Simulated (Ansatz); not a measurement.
# CH4F2O2Si: how energies converge with the basis set

How large a basis does CH4F2O2Si need? Two functionals are run in growing sets.

Program: Ansatz 0.2.0, Gaussian basis. Level of theory: one geometry, several basis sets. These are calculated values, not measurements.

Plan: PBE0-D4/def2-SVP; ωB97M-V/def2-SVP; PBE0-D4/def2-QZVPP; ωB97M-V/def2-QZVPP; the functionals' def2-TZVPP values are taken from earlier runs.

### Step 1. The geometry

An earlier PBE0-D4 in a triple-zeta def2 set relaxation fixed the geometry.

SMILES `O[SiH2]C(O)(F)F`, 10 atoms, charge 0, spin multiplicity 1.

Atoms are counted from 1 here; the program's logs count them from 0.

Bond lengths: O1–Si2 1.637 Å, O1–H7 0.959 Å, Si2–C3 1.927 Å, Si2–H8 1.476 Å, Si2–H9 1.484 Å, C3–O4 1.349 Å, C3–F5 1.379 Å, C3–F6 1.371 Å, O4–H10 0.968 Å. Angles: Si2–O1–H7 118.1°, O1–Si2–C3 110.1°, O1–Si2–H8 107.5°, O1–Si2–H9 113.0°, C3–Si2–H8 109.2°, C3–Si2–H9 104.8°, H8–Si2–H9 112.2°, Si2–C3–O4 112.7°, Si2–C3–F5 109.3°, Si2–C3–F6 110.5°, O4–C3–F5 109.7°, O4–C3–F6 110.2°, F5–C3–F6 104.1°, C3–O4–H10 109.0°.

### Step 2. PBE0-D4 in def2-SVP

Input file in.yaml:

```yaml
crystal:
  periodic: [false, false, false]
  atoms:
    - {symbol: O, position_ang: [-1.059272, -1.747070, 0.380529]}
    - {symbol: Si, position_ang: [-0.168313, -0.512699, 0.981681]}
    - {symbol: C, position_ang: [0.346286, 0.685019, -0.437811]}
    - {symbol: O, position_ang: [1.188605, 0.112195, -1.321978]}
    - {symbol: F, position_ang: [-0.783616, 1.129912, -1.091852]}
    - {symbol: F, position_ang: [0.905804, 1.825435, 0.076992]}
    - {symbol: H, position_ang: [-1.865829, -1.533334, -0.091323]}
    - {symbol: H, position_ang: [1.044865, -1.096125, 1.587644]}
    - {symbol: H, position_ang: [-0.921557, 0.334958, 1.938428]}
    - {symbol: H, position_ang: [1.396328, 0.750509, -2.019209]}
basis:
  gaussian: {orbitals: def2-SVP}
hamiltonian: {xc: pbe0, dispersion: d4}
output: {orbitals: {seedname: orbitals}}
```

Launch:

```sh
$ ansatz run in.yaml --threads 4 --pin off --events-out ev --progress --plain --max-ram 10444MiB
```

After this run come: ωB97M-V in def2-SVP; PBE0-D4 in def2-QZVPP; ωB97M-V in def2-QZVPP.

Q: Predict the results of all the runs planned. Wanted: PBE0-D4: double and triple zeta above quadruple; ωB97M-V: double and triple zeta above quadruple.

**Answer**, as computed:

```
                                       quantity           value
PBE0-D4: double and triple zeta above quadruple  16.73, 0.84 eV
ωB97M-V: double and triple zeta above quadruple  16.98, 0.79 eV
```

In words: For PBE0-D4 the step from double to triple zeta gains 15.89 eV and the next only 0.84 eV. Total energies overstate the basis error of differences, where much of it tends to cancel. The LUMO of ωB97M-V is positive and keeps falling with the basis (2.45 to 1.25 eV): an unbound level that the basis holds in place.
